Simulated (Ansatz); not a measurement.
# CeSb: how the settings move a single-point run

Question: which choices in the input matter for CeSb?

Method: reference: DFT, r2SCAN, PAW with Ansatz's default frozen-core files, scalar-relativistic, in Ansatz 0.2.0.

## Step 1: Starting point

It takes space group P4/mmm (No. 123, tetragonal). Conventional cell: a = 4.072 Å, b = 4.072 Å, c = 3.379 Å, α = 90.00°, β = 90.00°, γ = 90.00°. Around Ce (site symmetry 4/mmm) lie 8 Sb at 3.34 Å and 2 Ce at 3.38 Å. Around Sb (site symmetry 4/mmm) lie 8 Ce at 3.34 Å and 2 Sb at 3.38 Å.

Structure file:

```cif
data_structure
_symmetry_space_group_name_H-M 'P4/mmm'
_symmetry_Int_Tables_number 123
_cell_length_a 4.0719
_cell_length_b 4.0719
_cell_length_c 3.3793
_cell_angle_alpha 90.000
_cell_angle_beta 90.000
_cell_angle_gamma 90.000
_cell_volume 56.03
loop_
_atom_site_label
_atom_site_type_symbol
_atom_site_symmetry_multiplicity
_atom_site_Wyckoff_symbol
_atom_site_fract_x
_atom_site_fract_y
_atom_site_fract_z
_atom_site_occupancy
Ce1 Ce 1 a 0.00000 0.00000 0.00000 1
Sb1 Sb 1 d 0.50000 0.50000 0.50000 1
```

## Step 2: Baseline

File input.yaml:

```yaml
crystal:
  lattice:
    - [0.0, 0.0, 3.379251]
    - [4.071871, 0.0, 0.0]
    - [0.0, 8.143742, 0.0]
  atoms:
    - { symbol: Ce, position: [0.0, 0.0, 0.0] }
    - { symbol: Ce, position: [0.0, 0.0, 0.5] }
    - { symbol: Sb, position: [0.5, 0.5, 0.25] }
    - { symbol: Sb, position: [0.5, 0.5, 0.75] }
kpoints:
  mp_grid: { grid: [8, 7, 4] }
scf:
  occupations: { method: fermi_dirac, width: 0.08 }
hamiltonian:
  xc: r2scan
  pseudopotentials: { kind: paw }
output:
  forces: true
  stress: true
  eigenvalues: true
```

Started as:

```
$ ansatz run input.yaml --threads 2 --pin off --max-ram 6144MiB --backend cpu --events-out ev --progress --plain --runs-dir out
```

## Step 3: Changed: lower_state_search off

Edit input.yaml of step 2 so:

```diff
@@ -14,2 +14,3 @@
   occupations: { method: fermi_dirac, width: 0.08 }
+  lower_state_search: "off"
 hamiltonian:
@@ -21 +22,5 @@
   eigenvalues: true
+  write_density: true
+  write_potential: true
+  elf: true
+  volumetric_format: npy
```

Q: Predict the outcome of this session. Wanted: for each run, ending; energy change; pressure; gap; force.

**Answer**, as computed:

| run | ending | energy change | pressure (GPa) | gap (eV) | force (eV/Å) | cycles | time |
| --- | --- | --- | --- | --- | --- | --- | --- |
| reference | converged | 0 | -0.3 | 0.00 | 0.00 | 12 | 42 s |
| 1: lower_state_search off | converged | 0.0 meV/atom | -0.3 | 0.00 | 0.00 | 29 | 67 s |

Times don't compare one to one where runs were asked for different outputs or read a saved state (see the inputs); cycles may leave out searches for a lower state.

Residual by cycle in the longest SCF loop of each run; runs are numbered as in the table. The quantity is the density residual dr2, in eV.

| cycle | reference | run 1 |
| --- | --- | --- |
| 1 | 7.99 | 20.1 |
| 3 | 0.0711 | 2.84 |
| 5 | 0.00425 | 1.07 |
| 7 | 5.0e-4 | 0.155 |
| 9 | 4.8e-5 | 0.0208 |
| 11 | 2.0e-7 | 5.7e-5 |
| 13 | - | 2.1e-5 |
| 15 | - | 7.8e-6 |
| 17 | - | 1.1e-7 |
| 19 | - | 1.0e-7 |
| 21 | - | 2.0e-7 |
| 23 | - | 1.6e-8 |

What this shows: Changing the search for lower states hardly moves the energy: 0.0 meV/atom. The reference leaves spin out although Ce can carry a moment, so its state need not be the lowest.
